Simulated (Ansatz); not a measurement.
# ZnS with a defect (Zn vacancy): a single-point run

Wanted: field gradients for ZnS with a defect (Zn vacancy).

Method: DFT, PBE, plane-wave PAW, default files, scalar-relativistic, in Ansatz 0.2.0.

### Step 1. The starting structure

The structure is trigonal, space group P3m1 (No. 156). Conventional cell: a = 7.645 Å, b = 7.645 Å, c = 12.520 Å, α = 90.00°, β = 90.00°, γ = 120.00°. Zn (site symmetry m) has 4 S at 2.34 to 2.35 Å as nearest neighbours. Zn (site symmetry 3m) has 4 S at 2.34 to 2.35 Å as nearest neighbours. Around S (site symmetry m) lie 3 Zn at 2.34 to 2.35 Å. Only part of the 15 independent sites is listed.

The input asks for a charge of -2 e on the cell.

Structure file:

```
CELL_PARAMETERS angstrom
7.64540 0.00000 0.00000
-3.82270 6.62111 0.00000
0.00000 0.00000 12.52000
ATOMIC_POSITIONS crystal
Zn 0.00000 0.00000 0.00000
Zn 0.00000 0.50000 0.00000
Zn 0.50000 0.00000 0.00000
Zn 0.50000 0.50000 0.00000
Zn 0.00000 0.00000 0.50000
Zn 0.00000 0.50000 0.50000
Zn 0.50000 0.00000 0.50000
Zn 0.50000 0.50000 0.50000
Zn 0.16667 0.83333 0.25000
Zn 0.66667 0.33333 0.25000
Zn 0.66667 0.83333 0.25000
Zn 0.33333 0.16667 0.75000
Zn 0.33333 0.66667 0.75000
Zn 0.83333 0.16667 0.75000
Zn 0.83333 0.66667 0.75000
S 0.00000 0.00000 0.18750
S 0.00000 0.50000 0.18750
S 0.50000 0.00000 0.18750
S 0.50000 0.50000 0.18750
S 0.00000 0.00000 0.68750
S 0.00000 0.50000 0.68750
S 0.50000 0.00000 0.68750
S 0.50000 0.50000 0.68750
S 0.16667 0.33333 0.43750
S 0.16667 0.83333 0.43750
S 0.66667 0.33333 0.43750
S 0.66667 0.83333 0.43750
S 0.33333 0.16667 0.93750
S 0.33333 0.66667 0.93750
S 0.83333 0.16667 0.93750
S 0.83333 0.66667 0.93750
```

### Step 2. The run

input.yaml

```yaml
crystal:
  lattice:
    - [7.6454, 0.0, 0.0]
    - [-3.8227, 6.621110622, 0.0]
    - [0.0, 0.0, 12.52]
  atoms:
    - { symbol: Zn, position: [0.0, 0.0, 0.0] }
    - { symbol: Zn, position: [0.0, 0.5, 0.0] }
    - { symbol: Zn, position: [0.5, 0.0, 0.0] }
    - { symbol: Zn, position: [0.5, 0.5, 0.0] }
    - { symbol: Zn, position: [0.0, 0.0, 0.5] }
    - { symbol: Zn, position: [0.0, 0.5, 0.5] }
    - { symbol: Zn, position: [0.5, 0.0, 0.5] }
    - { symbol: Zn, position: [0.5, 0.5, 0.5] }
    - { symbol: Zn, position: [0.1666666666, 0.8333333334, 0.25] }
    - { symbol: Zn, position: [0.6666666666, 0.3333333334, 0.25] }
    - { symbol: Zn, position: [0.6666666666, 0.8333333334, 0.25] }
    - { symbol: Zn, position: [0.3333333334, 0.1666666666, 0.75] }
    - { symbol: Zn, position: [0.3333333334, 0.6666666666, 0.75] }
    - { symbol: Zn, position: [0.8333333334, 0.1666666666, 0.75] }
    - { symbol: Zn, position: [0.8333333334, 0.6666666666, 0.75] }
    - { symbol: S, position: [0.0, 0.0, 0.1875] }
    - { symbol: S, position: [0.0, 0.5, 0.1875] }
    - { symbol: S, position: [0.5, 0.0, 0.1875] }
    - { symbol: S, position: [0.5, 0.5, 0.1875] }
    - { symbol: S, position: [0.0, 0.0, 0.6875] }
    - { symbol: S, position: [0.0, 0.5, 0.6875] }
    - { symbol: S, position: [0.5, 0.0, 0.6875] }
    - { symbol: S, position: [0.5, 0.5, 0.6875] }
    - { symbol: S, position: [0.1666666666, 0.3333333334, 0.4375] }
    - { symbol: S, position: [0.1666666666, 0.8333333334, 0.4375] }
    - { symbol: S, position: [0.6666666666, 0.3333333334, 0.4375] }
    - { symbol: S, position: [0.6666666666, 0.8333333334, 0.4375] }
    - { symbol: S, position: [0.3333333334, 0.1666666666, 0.9375] }
    - { symbol: S, position: [0.3333333334, 0.6666666666, 0.9375] }
    - { symbol: S, position: [0.8333333334, 0.1666666666, 0.9375] }
    - { symbol: S, position: [0.8333333334, 0.6666666666, 0.9375] }
total_charge: -2
kpoints:
  mp_grid: { grid: [1, 1, 1] }
scf:
  occupations: { method: fermi_dirac, width: 0.01 }
  max_iter: 100
hamiltonian:
  xc: pbe
  pseudopotentials: { kind: paw }
output:
  forces: true
  stress: true
  populations: true
  efg:
    quadrupole_moments_barn: { Zn: 0.122, S: -0.0694 }
    contact_densities: true
```

On the command line:

```console
> ansatz run input.yaml --threads 1 --pin off --max-ram 3072MiB --backend cpu --events-out ev --progress --plain --runs-dir out
```

**Question.** How will this run end, and is anything wrong with its input?

The run converged and reported no error. Convergence says nothing about whether the input makes sense.

In the input, kpoints.mp_grid.grid is [1, 1, 1]. The zone is sampled at a single point, which suits only large cells or molecules.

To check: set kpoints.mp_grid.grid to [3, 3, 2].
